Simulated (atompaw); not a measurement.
# Pseudopotential generation for Ru: PAW (atompaw), PBE

Task: generate the file, and judge it by its logarithmic derivatives, its ghosts and its cutoff.

Method: atompaw 4.2.0.5, PBE, scalar-relativistic.

## Step 1: Settings

Typed settings, in words:

```
element                 : ruthenium (Ru, Z = 44)
type                    : PAW
frozen core             : [Kr]
valence charge          : 8
reference configuration : 4d7 5s1 5p0
partial waves           : 5s (bound): rc 3.00 bohr; 5s channel at 0.35 Ry: rc 3.00 bohr; 5p (bound, empty): rc 3.00 bohr; 5p channel at 1.75 Ry: rc 3.00 bohr; 4d (bound): rc 1.40 bohr; 4d channel at 0.1 Ry: rc 3.00 bohr
local potential         : troulliermartins scheme with l = 3 at -0.5 Ry, radius 2.00 bohr
core correction         : smooth core density matched at 2.85 bohr
augmentation charge     : sinc compensation charge, radius 2.90 bohr; PAW radius 3.00 bohr; waves and projectors: custom rrkj gramschmidtortho
```

The outer shells as boxes (Hund's rule for the drawing; the calculation is spin-unpolarised):

```
[Kr] core
4d [↑↓][↑↓][↑ ][↑ ][↑ ]
5s [↑ ]
5p [  ][  ][  ]
```

## Step 2: The generation run

The input, Ru.input:

```
Ru 44
GGA-PBE scalarrelativistic loggrid 1500 logderivrange -2 5 176
5 5 4 0 0 0
5 0 1
5 1 0
4 2 7
0 0 0
c
c
c
c
v
c
c
c
v
c
v
2
3.00 2.90 2.00 2.85
y
0.35
n
y
1.75
n
y
0.1
n
custom rrkj gramschmidtortho sinc
3 -0.5 troulliermartins
3.00
3.00
3.00
3.00
1.40
3.00
PWSCFOUT
UPFDX 0.0125d0 UPFXMIN -7.d0 UPFZMESH 44.d0
END
```

Run with:

```sh
$ atompaw < Ru.input > Ru.log
```

**Question.** What will these runs give? Wanted: cutoffs for 10 and 1 mRy, occupied levels; bound ghosts; largest phase difference near zero energy, channels read; lowest eigenvalue of the overlap; share of valence orbitals outside the PAW sphere; UPF file.

**Answer**, as computed:

```
                                                quantity                            value
               cutoffs for 10 and 1 mRy, occupied levels                  50 Ry and 90 Ry
                                            bound ghosts  s at -292.61 eV, p at -13.84 eV
largest phase difference near zero energy, channels read                        3.125 rad
         lowest eigenvalue of the overlap (Bessel basis)                        0.021 (d)
        share of valence orbitals outside the PAW sphere         5s 55 %, 5p 86 %, 4d 8 %
                                                UPF file                          written
```

What this shows: It has a bound ghost (s, p), a state that the atom doesn't have, and that rules the file out. By its cutoff, 50 Ry for the looser tolerance, it is of middling hardness. The slowest occupied level is 4d: taken alone it needs 50 Ry to come within 1 mRy, against 6 Ry or less for 5s. Of the channels read, d scatters worst near zero energy, by up to 3.13 rad. A step near π is an extra or missing state, not a misfit of shape. In the d channel the atom's pole at 3.92 Ry sits lower, at 0.22 Ry, in the pseudo curve. The pseudo curves have a pole with no partner nearby in the atom's: d at 0.22 Ry. At positive energy that is a spurious or a displaced resonance.
